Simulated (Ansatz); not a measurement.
# H5OSbSeSi: basis-set convergence

An exercise on one series of results from a longer session: the logs are not shown, and one member is left open.

Method: one geometry, several basis sets; program: Ansatz 0.2.0, Gaussian basis.

The runs, in order: PBE0-D4/def2-SVP; ωB97M-V/def2-SVP; PBE0-D4/def2-QZVPP; ωB97M-V/def2-QZVPP; the functionals' def2-TZVPP values are taken from earlier runs.

1 further run of the same task is left out (for a known fault of the program). Runs told in other sessions of the task aren't counted.

## The relaxed structure

All runs share one geometry, relaxed beforehand with PBE0-D4 in a triple-zeta def2 set. Sb takes the def2 core potential; no spin-orbit term is included.

SMILES `[OH][SbH][SiH2][SeH]`, 9 atoms, charge 0, spin multiplicity 1.

Atoms are counted from 1 here; the program's logs count them from 0.

Bond lengths: O1–Sb2 1.991 Å, O1–H5 0.961 Å, Sb2–Si3 2.594 Å, Sb2–H6 1.711 Å, Si3–Se4 2.272 Å, Si3–H7 1.487 Å, Si3–H8 1.489 Å, Se4–H9 1.479 Å. Angles: Sb2–O1–H5 110.2°, O1–Sb2–Si3 92.3°, O1–Sb2–H6 93.1°, Si3–Sb2–H6 89.9°, Sb2–Si3–Se4 106.7°, Sb2–Si3–H7 110.4°, Sb2–Si3–H8 109.9°, Se4–Si3–H7 110.1°, Se4–Si3–H8 112.3°, H7–Si3–H8 107.5°, Si3–Se4–H9 90.1°.

Set-up of the first run:

The input, in.yaml:

```yaml
crystal:
  periodic: [false, false, false]
  atoms:
    - {symbol: O, position_ang: [-0.975011, 1.274464, -1.090890]}
    - {symbol: Sb, position_ang: [0.924142, 0.698043, -1.250691]}
    - {symbol: Si, position_ang: [0.625773, -1.149778, 0.545500]}
    - {symbol: Se, position_ang: [-1.184684, -0.566786, 1.787452]}
    - {symbol: H, position_ang: [-1.385309, 1.311641, -1.958816]}
    - {symbol: H, position_ang: [1.452378, 1.784327, -0.039147]}
    - {symbol: H, position_ang: [1.832857, -1.231066, 1.410526]}
    - {symbol: H, position_ang: [0.455629, -2.473994, -0.113062]}
    - {symbol: H, position_ang: [-1.657273, 0.306949, 0.692029]}
basis:
  gaussian: {orbitals: def2-SVP}
hamiltonian: {xc: pbe0, dispersion: d4}
output: {orbitals: {seedname: orbitals}}
```

Launch:

```console
ansatz run in.yaml --threads 4 --pin off --events-out ev --progress --plain --max-ram 10444MiB
```

Among the steps run: PBE0-D4 in def2-SVP; ωB97M-V in def2-SVP; PBE0-D4 in def2-QZVPP; ωB97M-V in def2-QZVPP.

One of the session's tables, all rows but one given; the rest of the session is left out.

It belongs to the step «Density functionals: the series». 

| functional | basis | HOMO (eV) | LUMO (eV) |
| --- | --- | --- | --- |
| PBE0-D4 | def2-SVP | -6.59 | -1.44 |
| PBE0-D4 | def2-TZVPP | -6.73 | -1.66 |
| PBE0-D4 | def2-QZVPP | -6.75 | -1.71 |
| ωB97M-V | def2-SVP | -8.64 | 0.44 |
| ωB97M-V | def2-TZVPP | -8.78 | 0.06 |
| ωB97M-V | def2-QZVPP | ? | ? |

Estimate the missing values for ωB97M-V, def2-QZVPP.

As computed: HOMO (eV): -8.81; LUMO (eV): -0.06. In the column «HOMO (eV)» it is the lowest.
